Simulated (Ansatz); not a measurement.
# Fe2O3 (Hematite): the cost of one run

Computed with Ansatz 0.2.0 (DFT PBE+U (U_eff = 4 eV on Fe 3d), scalar-relativistic, plane waves, PAW, unless a step's input says otherwise).

### 1 The starting structure

Symmetry: R-3c, No. 167, trigonal system. Conventional cell: a = 5.038 Å, b = 5.038 Å, c = 13.772 Å, α = 90.00°, β = 90.00°, γ = 120.00°. Around Fe (site symmetry 3) lie 6 O at 1.95 to 2.12 Å. O (site symmetry 2) has 4 Fe at 1.95 to 2.12 Å as nearest neighbours.

As a file:

```
Fe O
1.0
     2.51900    1.45435    4.59067
    -2.51900    1.45435    4.59067
     0.00000   -2.90869    4.59067
Fe O
4 6
Direct
  0.35530 0.35530 0.35530
  0.14470 0.14470 0.14470
  0.64470 0.64470 0.64470
  0.85530 0.85530 0.85530
  0.55590 0.94410 0.25000
  0.25000 0.55590 0.94410
  0.94410 0.25000 0.55590
  0.44410 0.05590 0.75000
  0.75000 0.44410 0.05590
  0.05590 0.75000 0.44410
```

The moments start at Fe 5.00 μB.

### 2 First run, at the start cell

input.yaml

```yaml
crystal:
  lattice:
    - [2.519, 1.4543453281, 4.5906666667]
    - [-2.519, 1.4543453281, 4.5906666667]
    - [0.0, -2.9086906562, 4.5906666667]
  atoms:
    - { symbol: Fe, position: [0.3553, 0.3553, 0.3553], spin: 5.0 }
    - { symbol: Fe, position: [0.1447, 0.1447, 0.1447], spin: 5.0 }
    - { symbol: Fe, position: [0.6447, 0.6447, 0.6447], spin: 5.0 }
    - { symbol: Fe, position: [0.8553, 0.8553, 0.8553], spin: 5.0 }
    - { symbol: O, position: [0.5559, 0.9441, 0.25] }
    - { symbol: O, position: [0.25, 0.5559, 0.9441] }
    - { symbol: O, position: [0.9441, 0.25, 0.5559] }
    - { symbol: O, position: [0.4441, 0.0559, 0.75] }
    - { symbol: O, position: [0.75, 0.4441, 0.0559] }
    - { symbol: O, position: [0.0559, 0.75, 0.4441] }
basis:
  ecutwfc: 420
  ecutrho_ratio: 4
kpoints:
  mp_grid: { grid: [4, 4, 4] }
hamiltonian:
  xc: pbe
  hubbard: { sites: [{ species: Fe, l: d, u_eff: 4.0 }] }
scf:
  occupations: { method: gaussian, width: 0.05 }
output:
  forces: true
  stress: true
  eigenvalues: true
  populations: true
  hubbard: { sites: [{ species: Fe, l: d }] }
magnetization:
  spin_polarized: true
```

Started as:

```
> ansatz run input.yaml --threads 8 --pin off --max-ram 22528MiB --backend cpu --events-out ev --progress --plain --runs-dir out
```

Q: Estimate wall time and peak memory on 8 threads of Arm Neoverse V1, shared host.

About 6.2 s, with a peak of 0.76 GiB.
